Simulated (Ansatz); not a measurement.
# SnAs2: the cost of one run

Method: DFT PBE, scalar-relativistic, plane waves, PAW, in Ansatz 0.2.0.

**1. The structure to begin with**

Symmetry: R-3m, No. 166, trigonal system. Conventional cell: a = 5.190 Å, b = 5.190 Å, c = 10.084 Å, α = 90.00°, β = 90.00°, γ = 120.00°. Around Sn (site symmetry -3m) lie 6 As at 3.01 Å. Around As (site symmetry 3m) lie 4 As at 2.74 to 3.06 Å and 3 Sn at 3.01 Å.

Structure file:

```xyz
3
Lattice="2.5950 1.4982 3.3613 -2.5950 1.4982 3.3613 0.0000 -2.9964 3.3613" Properties=species:S:1:pos:R:3 pbc="T T T"
Sn    0.0000    0.0000    5.0419
As    0.0000    0.0000    8.7125
As    0.0000    0.0000    1.3713
```

A structure generator made this guess: random cell by space group and Wyckoff sites (R-3m, No. 166). Its size is a rough estimate.

**2. A first look at the guess**

Contents of input.yaml:

```yaml
crystal:
  lattice:
    - [2.5949696, 1.4982064, 3.36126562]
    - [-2.5949696, 1.4982064, 3.36126562]
    - [0.0, -2.9964128, 3.36126562]
  atoms:
    - { symbol: Sn, position: [0.5, 0.5, 0.5] }
    - { symbol: As, position: [0.86401384, 0.86401384, 0.86401384] }
    - { symbol: As, position: [0.13598616, 0.13598616, 0.13598616] }
basis:
  ecutwfc: 420
kpoints:
  mp_grid: { grid: [6, 6, 6] }
hamiltonian:
  xc: pbe
scf:
  occupations: { method: gaussian, width: 0.1 }
  lower_state_search: "off"
output:
  forces: true
  stress: true
  eigenvalues: true
```

On the command line:

```sh
$ ansatz run input.yaml --threads 1 --pin off --max-ram 2560MiB --backend cpu --events-out ev --progress --plain --runs-dir out
```

Q: Estimate wall time and peak memory on 1 thread of Arm Neoverse V1, shared host.

About 3.9 s, with a peak of 0.36 GiB.
